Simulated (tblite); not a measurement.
# C2H9BCl2Si2: the cost of one run

The runs use tblite 0.8.0 and PySCF 2.14.0, with density-fitted response routines of our own; the level of theory stands in each step. All values are computed, except where a source is named. Atoms count from 0, in the outputs and in this text.

## Step 1: Starting geometry

16 atoms, charge 0, multiplicity 1; geometry from: force field or distance geometry start.

Bonds of the start (Å): C0–C1 1.53, C1–Si2 1.84, C1–Si3 1.85, Si3–B4 1.92, B4–Cl5 1.85, B4–Cl6 1.86, C0–H7 1.13, C0–H8 1.12, C0–H9 1.10, C1–H10 1.10, Si2–H11 1.46, Si2–H12 1.46, Si2–H13 1.48, Si3–H14 1.48, Si3–H15 1.49.

## Step 2: Optimising the geometry with GFN2-xTB

Job settings and geometry (Å):

```
{"job": {"kind": "relax", "xc": "GFN2-xTB", "basis": "xTB"}, "charge": 0, "multiplicity": 1}
C     -1.394800    -1.138600     0.800500
C     -0.553000    -0.412100    -0.245100
Si    -1.274100     1.262800    -0.474700
Si     1.212100    -0.389800     0.319600
B      2.412100     0.471300    -0.910200
Cl     2.993200     2.168200    -0.447700
Cl     3.688700    -0.605200    -1.725900
H     -2.111200    -0.398900     1.254600
H     -0.743000    -1.464000     1.648200
H     -1.929700    -1.984800     0.336200
H     -0.648700    -0.998800    -1.166600
H     -1.178700     2.045600     0.756700
H     -0.711500     1.998400    -1.603100
H     -2.723600     1.066000    -0.723200
H      1.629400    -1.801300     0.476700
H      1.325300     0.190200     1.692400
```

On the command line:

```console
$ OMP_NUM_THREADS=1 python probes_run.py task.json out
```

One launch serves the whole session: the jobs run in the order shown.

**Question.** How long does this first job take on 1 thread of Intel Xeon at 2.50GHz, shared host, and how much memory does it need?

About 3 s, with a peak of 0.18 GiB.
